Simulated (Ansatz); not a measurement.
Predict the output of the script below (the Ansatz DFT code, driven from Python).

The script, `run_freq.py`:
```python
# -*- coding: utf-8 -*-
"""Vibrations and zero-point energy of C2H6OSi."""

import itertools

import ansatz as az
from ase.data import atomic_numbers, covalent_radii
import numpy as np

mol = (
    az.Crystal.molecule()
    .atom("Si", [-0.1015, 1.3408, 0.2083])
    .atom("C", [-0.5543, -0.4375, 0.0994])
    .atom("C", [0.4784, -1.4002, -0.3627])
    .atom("O", [0.1916, -1.2909, 1.024])
    .atom("H", [-0.4722, 2.0278, -1.1171])
    .atom("H", [-0.9507, 2.0667, 1.2543])
    .atom("H", [1.322, 1.6084, 0.4663])
    .atom("H", [-1.5441, -0.6418, -0.1405])
    .atom("H", [1.5088, -1.0363, -0.5633])
    .atom("H", [0.2051, -2.2881, -0.8657])
)

job = (
    mol.calculation()
    .basis(gaussian="6-31G*")
    .functional("pbe0")
)
symbols = [site.symbol for site in mol.cartesian_sites]
start = np.array([site.position_ang for site in mol.cartesian_sites], dtype=float)
data = job.relax(force_tolerance=0.003, max_steps=100).run(threads=1, backend="cpu").report
end = np.array(data["positions_ang"])

# pairs closer than 1.2 times the sum of covalent radii, before or after
radius = [covalent_radii[atomic_numbers[s]] for s in symbols]
span = lambda where, i, j: np.linalg.norm(where[i] - where[j])
bonded = [(i, j) for i, j in itertools.combinations(range(len(symbols)), 2) if min(span(start, i, j), span(end, i, j)) < 1.2 * (radius[i] + radius[j])]
print("pair        before    after (A)")
for i, j in bonded:
    print(f"{symbols[i]}{i}-{symbols[j]}{j}".ljust(10), f"{span(start, i, j):8.4f} {span(end, i, j):8.4f}")

# same settings at the minimum
minimum = az.Crystal.molecule()
for symbol, place in zip(symbols, end):
    minimum = minimum.atom(symbol, place.tolist())
vibrating = (
    minimum.calculation()
    .basis(gaussian="6-31G*")
    .functional("pbe0")
    .phonons(temperatures=(298.15, 498.15, 100))
)
vib = vibrating.run(threads=1, backend="cpu").report["vibrations"]
sums = vib["harmonic_sums"]
modes = [m["omega_inv_cm"] for m in sums["modes_at_gamma"] if m["rigid_motion"] == "no"]
for number, w in enumerate(modes, start=1):
    print(f"mode {number:2d} {w:9.1f} 1/cm {w / 8065.544 * 1000:8.2f} meV")
print("imaginary modes:", sum(w < 0 for w in modes), " zero-point energy:", round(sums["zero_point_energy_ev"], 4), "eV")
print("T (K)   F_vib (eV)   S_vib (meV/K)   C_vib (meV/K)")
for row in zip(sums["temperatures_k"], sums["vibrational_free_energy_ev"], vib["entropy_ev_per_k"], vib["heat_capacity_ev_per_k"]):
    print(f"{row[0]:6.1f} {row[1]:11.4f} {1000 * row[2]:13.4f} {1000 * row[3]:15.4f}")
```

`python run_freq.py` gives:
```text
pair        before    after (A)
Si0-C1       1.8383   1.8833
Si0-H4       1.5382   1.4916
Si0-H5       1.5304   1.4884
Si0-H6       1.4712   1.4881
C1-C2        1.4855   1.4732
C1-O3        1.4627   1.4389
C1-H7        1.0387   1.0933
C2-O3        1.4203   1.4112
C2-H8        1.1110   1.0907
C2-H9        1.0564   1.0904
mode  1     142.4 1/cm    17.66 meV
mode  2     229.2 1/cm    28.42 meV
mode  3     253.6 1/cm    31.45 meV
mode  4     570.6 1/cm    70.74 meV
mode  5     644.8 1/cm    79.94 meV
mode  6     719.9 1/cm    89.25 meV
mode  7     882.3 1/cm   109.40 meV
mode  8     920.4 1/cm   114.12 meV
mode  9     938.0 1/cm   116.29 meV
mode 10     950.5 1/cm   117.85 meV
mode 11     955.9 1/cm   118.52 meV
mode 12     992.0 1/cm   122.99 meV
mode 13    1094.8 1/cm   135.74 meV
mode 14    1166.1 1/cm   144.58 meV
mode 15    1186.1 1/cm   147.06 meV
mode 16    1291.0 1/cm   160.06 meV
mode 17    1386.7 1/cm   171.93 meV
mode 18    1554.4 1/cm   192.72 meV
mode 19    2253.1 1/cm   279.34 meV
mode 20    2269.1 1/cm   281.33 meV
mode 21    2276.1 1/cm   282.20 meV
mode 22    3124.4 1/cm   387.38 meV
mode 23    3130.1 1/cm   388.08 meV
mode 24    3213.9 1/cm   398.47 meV
imaginary modes: 0  zero-point energy: 1.9928 eV
T (K)   F_vib (eV)   S_vib (meV/K)   C_vib (meV/K)
 298.1      1.9498        0.3669          0.5225
 398.1      1.9041        0.5496          0.7480
 498.1      1.8396        0.7387          0.9406
```

The frequencies are harmonic and unscaled, in a modest basis. It ran for 3 min on 1 thread of Arm Neoverse V1, on a shared host, peak memory 0.2 GiB.
